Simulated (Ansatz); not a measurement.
**CH4F2Si (SMILES C[SiH](F)F) at revPBE/cc-pVDZ**

What is the electronic atomisation energy of CH4F2Si at revPBE/cc-pVDZ? 

Program for the calculation: Ansatz 0.2.0.

61 further runs of the same task are left out: 1 that didn't finish, 60 set aside as unsound or not needed.

**1. The system as given**

The species is CH4F2Si (8 atoms), meant as a singlet with charge 0. As SMILES, `C[SiH](F)F`. Geometry: relaxed at PBE0-D4/def2-TZVP.

Bond lengths: C1–Si2 1.840 Å, Si2–F3 1.591 Å, Si2–F4 1.591 Å, C1–H5 1.092 Å, C1–H6 1.093 Å, C1–H7 1.093 Å, Si2–H8 1.477 Å. Some angles: C1–Si2–F3 109.8°, C1–Si2–F4 109.8°, F3–Si2–F4 106.8°, C1–Si2–H8 114.8°, F3–Si2–H8 107.6°, F4–Si2–H8 107.6°, Si2–C1–H5 110.7°, Si2–C1–H6 110.6°, Si2–C1–H7 110.6°, H5–C1–H6 108.3°.

**2. A single-point energy at revPBE/cc-pVDZ**

Input file molecule.yaml:

```yaml
crystal:
  periodic: [false, false, false]
  atoms:
    - {symbol: C, position_ang: [-0.387100, 0.881700, -0.174700]}
    - {symbol: Si, position_ang: [0.329300, -0.775200, 0.180600]}
    - {symbol: F, position_ang: [1.916300, -0.678300, 0.226700]}
    - {symbol: F, position_ang: [-0.035400, -1.783900, -0.994000]}
    - {symbol: H, position_ang: [-0.013400, 1.269000, -1.125400]}
    - {symbol: H, position_ang: [-0.122700, 1.591000, 0.613300]}
    - {symbol: H, position_ang: [-1.476800, 0.824400, -0.231400]}
    - {symbol: H, position_ang: [-0.118100, -1.385700, 1.449000]}
basis:
  gaussian:
    orbitals: cc-pVDZ
hamiltonian:
  xc: {name: revPBE}
accuracy: high
output: {orbitals: {seedname: orbitals}}
```

On the command line:

```sh
$ ansatz run molecule.yaml --threads 1 --pin off --max-ram 3480MiB --events-out events.jsonl --progress --plain --runs-dir runs
```

What it wrote:

```text
Warning: RAYON_NUM_THREADS=1 ignored (pool sized by the plan → 1); use --threads N
Functional definition: revPBE
  name "revPBE"
  parameter kappa = 1.245
  parameter beta = 0.06672455060314922
  exchange = pbe_x(kappa = kappa, mu = beta*pi^2/3)
  correlation = pbe_c(beta = beta)
1820 factors; integrals over basis functions are off by at most 3.9e-9 eV
mean field evaluation 1: about -14405.2021 eV, gradient 6.1e1 eV
mean field evaluation 2: about -14395.6337 eV, gradient 9.0e1 eV
mean field evaluation 4: about -14412.8451 eV, gradient 5.3e0 eV
mean field evaluation 8: about -14412.8995 eV, gradient 8.6e-2 eV
mean field evaluation 16: about -14412.8995 eV, gradient 1.2e-5 eV
mean field -14412.89952275 eV, -529.6642880468 hartree, gradient 6.7e-8 eV, S^2 0.000000; 0 other end points of the search recorded, 0 dependent functions left out
reference -14412.89952671 eV, -529.6642881924 hartree; 21, 21 occupied and 59, 59 virtual orbitals, 1820 factors
Total energy: -14412.89952671 eV, -529.6642881924 hartree
```

It took 5.7 s on 1 thread of Arm Neoverse V1, shared host; peak memory 0.2 GiB.

**3. The C atom, same level**

Input file in.yaml:

```yaml
crystal:
  periodic: [false, false, false]
  atoms:
    - {symbol: C, position_ang: [0.000000, 0.000000, 0.000000]}
basis:
  gaussian:
    orbitals: cc-pVDZ
magnetization:
  spin_polarized: true
  initial_magnetization: 2
hamiltonian:
  xc: {name: revPBE}
accuracy: high
```

Run the same way, it converges to -37.83850 Eh (log not shown).

**4. The F atom**

Input file run.yaml:

```yaml
crystal:
  periodic: [false, false, false]
  atoms:
    - {symbol: F, position_ang: [0.000000, 0.000000, 0.000000]}
basis:
  gaussian: {orbitals: cc-pVDZ}
magnetization: {spin_polarized: true, initial_magnetization: 1}
hamiltonian: {xc: {name: revPBE}}
accuracy: high
```

Run the same way, it converges to -99.69102 Eh (log not shown).

**5. The H atom**

Input file run.yaml:

```yaml
crystal:
  periodic: [false, false, false]
  atoms:
    - {symbol: H, position_ang: [0.000000, 0.000000, 0.000000]}
basis:
  gaussian:
    orbitals: cc-pVDZ
hamiltonian:
  xc: {name: revPBE}
accuracy: high
magnetization:
  spin_polarized: true
  initial_magnetization: 1
```

Run the same way, it converges to -0.50319 Eh (log not shown).

**6. The Si atom at the same level**

Input file job.yaml:

```yaml
basis:
  gaussian:
    orbitals: cc-pVDZ
crystal:
  periodic: [false, false, false]
  atoms:
    - symbol: Si
      position_ang: [0.000000, 0.000000, 0.000000]
magnetization:
  spin_polarized: true
  initial_magnetization: 2
hamiltonian:
  xc: {name: revPBE}
accuracy: high
```

On the command line:

```sh
$ ansatz run job.yaml --threads 1 --pin off --max-ram 3480MiB --events-out events.jsonl --progress --plain --runs-dir runs
```

What it wrote:

```text
Warning: RAYON_NUM_THREADS=1 ignored (pool sized by the plan → 1); use --threads N
Functional definition: revPBE
  name "revPBE"
  parameter kappa = 1.245
  parameter beta = 0.06672455060314922
  exchange = pbe_x(kappa = kappa, mu = beta*pi^2/3)
  correlation = pbe_c(beta = beta)
144 factors; integrals over basis functions are off by at most 3.2e-9 eV
mean field evaluation 1: about -7872.5069 eV, gradient 2.3e0 eV
mean field evaluation 2: about -7872.5765 eV, gradient 8.8e-1 eV
mean field evaluation 4: about -7872.5811 eV, gradient 1.9e-1 eV
mean field evaluation 8: about -7872.5815 eV, gradient 2.3e-4 eV
mean field evaluation 16: about -7872.4718 eV, gradient 2.7e0 eV
mean field evaluation 32: about -7872.5810 eV, gradient 1.7e-1 eV
mean field -7872.58153918 eV, -289.3120353374 hartree, gradient 6.5e-8 eV, S^2 2.003648; 2 other end points of the search recorded, 0 dependent functions left out
reference -7872.58154158 eV, -289.3120354256 hartree; 8, 6 occupied and 10, 12 virtual orbitals, 144 factors
Total energy: -7872.58154158 eV, -289.3120354256 hartree
```

It took 1.3 s on 1 thread of Arm Neoverse V1, shared host.

**7. Results**

Level: revPBE/cc-pVDZ.

| quantity | value |
| --- | --- |
| molecule: total energy | -529.66429 Eh |
| molecule: HOMO energy | -7.67 eV |
| molecule: LUMO energy | 0.77 eV |
| molecule: HOMO–LUMO gap | 8.44 eV |
| C atom: total energy | -37.83850 Eh |
| C atom: ⟨S²⟩ | 2.002 |
| F atom: total energy | -99.69102 Eh |
| F atom: ⟨S²⟩ | 0.751 |
| H atom: total energy | -0.50319 Eh |
| H atom: ⟨S²⟩ | 0.750 |
| Si atom: total energy | -289.31204 Eh |
| Si atom: ⟨S²⟩ | 2.004 |
| electronic atomisation energy | 30.448 eV |

Taking the molecule apart into free atoms costs 30.45 eV (2938 kJ/mol), before zero-point energy and without spin-orbit coupling.
